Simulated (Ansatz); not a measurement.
Predict the output of the script below (Ansatz 0.2.0 through its Python package).

Script `plan.py`:
```python
'''Dry run for SrInCu3Se4: grids, bands and k-points.'''

import warnings

import ansatz as az
from pymatgen.core import Lattice, Structure
from pymatgen.io.ase import AseAtomsAdaptor

warnings.simplefilter('ignore', az.DeckWarning)

pmg_structure = Structure(
    Lattice([[6.218877, 0.0, 0.0], [0.0, 6.218877, 0.0], [0.0, 0.0, 6.218877]]),
    ['Sr', 'In', 'Cu', 'Cu', 'Cu', 'Se', 'Se', 'Se', 'Se'],
    [
        [0.5, 0.5, 0.5],
        [0.0, 0.0, 0.0],
        [0.0, 0.5, 0.0],
        [0.0, 0.0, 0.5],
        [0.5, 0.0, 0.0],
        [0.234741, 0.234741, 0.234741],
        [0.765259, 0.765259, 0.234741],
        [0.234741, 0.765259, 0.765259],
        [0.765259, 0.234741, 0.765259],
    ],
)
structure = az.Crystal.from_ase(AseAtomsAdaptor.get_atoms(pmg_structure))

calc = (
    structure.calculation()
    .basis(450)
    .kpoints(3)
    .occupations('Fixed')
)
session = calc.session()
print('features:', ', '.join(session.active_features))
print('SCF threshold (eV):', session.dr2_threshold)
planned = session.plan(dry_run=True)
told = planned.describe()
for name in ('ecut_ev', 'ecutrho_ev', 'n_bands', 'nominal_top_band', 'n_pw_range', 'fft_dense', 'fft_smooth', 'n_sym_ops', 'cell_volume_ang3'):
    print(f'{name:18s} {told[name]}')
print('irreducible k-points and weights')
for k, weight in zip(told.kpoints_frac, told.kweights):
    print(f'  {k[0]:8.4f} {k[1]:8.4f} {k[2]:8.4f}  {weight:.5f}')
```

`python plan.py` gives:
```text
features: AnyPaw, Paw, PbeFamilyXc, StepOccupations
SCF threshold (eV): 1e-07
ecut_ev            450.0
ecutrho_ev         1800.0
n_bands            87
nominal_top_band   72
n_pw_range         [5185, 5238]
fft_dense          [45, 45, 45]
fft_smooth         [45, 45, 45]
n_sym_ops          24
cell_volume_ang3   240.5115303116509
irreducible k-points and weights
    0.0000   0.0000   0.0000  0.03704
    0.0000   0.0000   0.3333  0.22222
    0.0000   0.3333   0.3333  0.44444
    0.3333   0.3333   0.3333  0.29630
```

The structure comes from a database and needn't be a stable phase.
